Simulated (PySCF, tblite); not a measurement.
**C₅H₈FN: geometry, infrared bands and NMR shifts**

What infrared bands and NMR shifts should C₅H₈FN (`[H]/N=C\C=C(\F)CC`) show?

Programs: tblite 0.8.0 and PySCF 2.14.0, with density-fitted response routines of our own. Each step states its level of theory. These are calculated values for one molecule in the gas phase, unless marked as measured. Atoms are numbered from 0 throughout.

## 1. Starting geometry

15 atoms, charge 0, multiplicity 1; geometry from: force field or distance geometry start.

Bonds of the start (Å): C0–C1 1.51, C1–C2 1.52, C2–F3 1.34, C2–C4 1.33, C4–C5 1.48, C5–N6 1.29, C0–H7 1.10, C0–H8 1.10, C0–H9 1.09, C1–H10 1.09, C1–H11 1.10, C4–H12 1.08, C5–H13 1.10, N6–H14 1.02.

## 2. Optimising the geometry with GFN2-xTB

The job: settings as JSON, then the geometry in Å.

```
{"job": {"kind": "relax", "xc": "GFN2-xTB", "basis": "xTB"}, "charge": 0, "multiplicity": 1}
C     -2.056500     0.349500    -0.087800
C     -0.790400     0.922400     0.497700
C      0.140800    -0.177600     0.980700
F     -0.120900    -0.670800     2.202000
C      1.187400    -0.692500     0.343800
C      1.604000    -0.289100    -1.019900
N      2.649200    -0.752300    -1.624400
H     -2.726700     1.170200    -0.384800
H     -2.593700    -0.273600     0.640300
H     -1.859100    -0.259700    -0.966800
H     -0.301100     1.576200    -0.218200
H     -1.039800     1.546400     1.369700
H      1.767000    -1.464800     0.829200
H      0.992300     0.450800    -1.547400
H      3.143300    -1.427100    -1.036100
```

Run with:

```console
$ OMP_NUM_THREADS=1 python probes_run.py task.json out
```

This one command runs all jobs of the session in turn.

**Question.** This job is followed by: GFN2-xTB harmonic vibrations, gas phase; GIAO PBE0/pcSseg-1 NMR shielding, non-relativistic, gas phase. What will the session give for the following? strongest single infrared mode (GFN2-xTB); zero-point energy (GFN2-xTB); ¹³C shifts against TMS (PBE0/pcSseg-1); ¹H shifts against TMS (PBE0/pcSseg-1, means over atoms taken as alike); ¹⁹F shifts against CFCl3 (PBE0/pcSseg-1); ¹⁵N shifts against NH3 (PBE0/pcSseg-1); surface potential, 1st and 99th percentile.

**Answer**, as computed:

| quantity | value |
| --- | --- |
| strongest single infrared mode (GFN2-xTB) | 1669 cm⁻¹, 412 km/mol |
| zero-point energy (GFN2-xTB) | 75.5 kcal/mol |
| ¹³C shifts against TMS (PBE0/pcSseg-1) | 185.2, 166.1, 115.4, 27.9, 16.4 ppm |
| ¹H shifts against TMS (PBE0/pcSseg-1, means over atoms taken as alike) | 10.70, 8.18, 5.51, 2.59, 1.32 ppm |
| ¹⁹F shifts against CFCl3 (PBE0/pcSseg-1) | -83.6 ppm |
| ¹⁵N shifts against NH3 (PBE0/pcSseg-1) | 362.4 ppm |
| surface potential, 1st and 99th percentile | -1.92 V and 1.21 V |

**Reading.** Relaxing lowered the energy by 0.120 eV in 53 steps; the close pair that moved most is C5–N6, from 1.293 to 1.261 Å. All 39 modes are real, so the xTB geometry is a minimum. The strongest single mode, at 1669 cm⁻¹, moves mainly C4, C2 and C5. Unscaled tight-binding wavenumbers are off by several per cent, some by more. Its intensities can rank the bands wrongly. At PBE0/pcSseg-1: Shielding is most anisotropic at N6 (span 658 ppm, paramagnetic term -415 ppm). By nearest atom (PBE0/pcSseg-1), the HOMO sits on C2, C4 about 26 % each; N6 22 % and the LUMO on C2 28 %; N6 23 %.
